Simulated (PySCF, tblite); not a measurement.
# C₅H₁₀BNO₃: geometry, infrared bands and NMR shifts

What infrared bands and NMR shifts should C₅H₁₀BNO₃ (`C=C(C)C(=O)NCB(O)O`) show?

The runs use tblite 0.8.0 and PySCF 2.14.0, with density-fitted response routines of our own; the level of theory stands in each step. All values are computed, except where a source is named. Atoms count from 0, in the outputs and in this text.

## (1) The starting structure

20 atoms, charge 0, multiplicity 1; geometry from: force field or distance geometry start.

Bonds of the start (Å): C0–C1 1.34, C1–C2 1.52, C1–C3 1.48, C3–O4 1.25, C3–N5 1.45, N5–C6 1.46, C6–B7 1.60, B7–O8 1.46, B7–O9 1.47, C0–H10 1.09, C0–H11 1.07, C2–H12 1.12, C2–H13 1.10, C2–H14 1.10, N5–H15 1.04, C6–H16 1.11, C6–H17 1.10, O8–H18 1.00, O9–H19 1.00.

## (2) Optimising the geometry with GFN2-xTB

Job settings and geometry (Å):

```
{"job": {"kind": "relax", "xc": "GFN2-xTB", "basis": "xTB"}, "charge": 0, "multiplicity": 1}
C      2.365300     1.772000     0.765600
C      1.688800     0.627100     0.594300
C      2.317500    -0.662300     1.103800
C      0.379500     0.608800    -0.101400
O     -0.220000     1.685200    -0.322300
N     -0.225700    -0.640500    -0.505100
C     -1.558500    -0.702400    -1.088400
B     -2.659700    -0.505600     0.049700
O     -3.614500     0.589100    -0.045200
O     -2.738800    -1.441700     1.174000
H      1.952400     2.712400     0.405900
H      3.317900     1.797600     1.259200
H      1.539900    -1.261100     1.645100
H      3.146400    -0.471300     1.808100
H      2.698600    -1.231100     0.242300
H      0.314900    -1.530300    -0.415700
H     -1.711500    -1.698800    -1.547000
H     -1.673000     0.061300    -1.875000
H     -3.184200     1.343900     0.440400
H     -2.140600    -1.041600     1.866200
```

The run is started by

```bash
> OMP_NUM_THREADS=1 python probes_run.py task.json out
```

The driver reads the jobs from task.json and runs them one after another.

**Question.** This job is followed by: GFN2-xTB harmonic vibrations, gas phase; GIAO PBE0/pcSseg-1 NMR shielding, non-relativistic, gas phase. Predict these results of the whole session: strongest single infrared mode (GFN2-xTB); zero-point energy (GFN2-xTB); 13C shifts against TMS (PBE0/pcSseg-1); 1H shifts against TMS (PBE0/pcSseg-1, means over atoms taken as alike); 17O shifts against H2O (PBE0/pcSseg-1, means over atoms taken as alike); 15N shifts against NH3 (PBE0/pcSseg-1); 11B shifts against BF3·OEt2 (PBE0/pcSseg-1).

As calculated:

```
                                                               quantity                                   value
                              strongest single infrared mode (GFN2-xTB)                   3297 cm⁻¹, 415 km/mol
                                           zero-point energy (GFN2-xTB)                           97.3 kcal/mol
                                 13C shifts against TMS (PBE0/pcSseg-1)     171.7, 142.4, 134.8, 33.5, 20.3 ppm
 1H shifts against TMS (PBE0/pcSseg-1, means over atoms taken as alike)  6.83, 6.43, 5.83, 5.33, 2.92, 1.93 ppm
17O shifts against H2O (PBE0/pcSseg-1, means over atoms taken as alike)                        338.5, 135.0 ppm
                                 15N shifts against NH3 (PBE0/pcSseg-1)                               124.8 ppm
                            11B shifts against BF3·OEt2 (PBE0/pcSseg-1)                                26.4 ppm
```

What this shows: Over 157 steps the energy fell by 2.022 eV; of the close pairs, B7–O8 changed most, 1.456 to 1.341 Å. All 54 modes are real, so the xTB geometry is a minimum. The strongest single mode, at 3297 cm⁻¹, moves mainly H18. Unscaled tight-binding wavenumbers are off by several per cent, some by more. Its intensities can rank the bands wrongly. At PBE0/pcSseg-1: The largest span, 605 ppm, is at O4, where the paramagnetic term is -408 ppm.
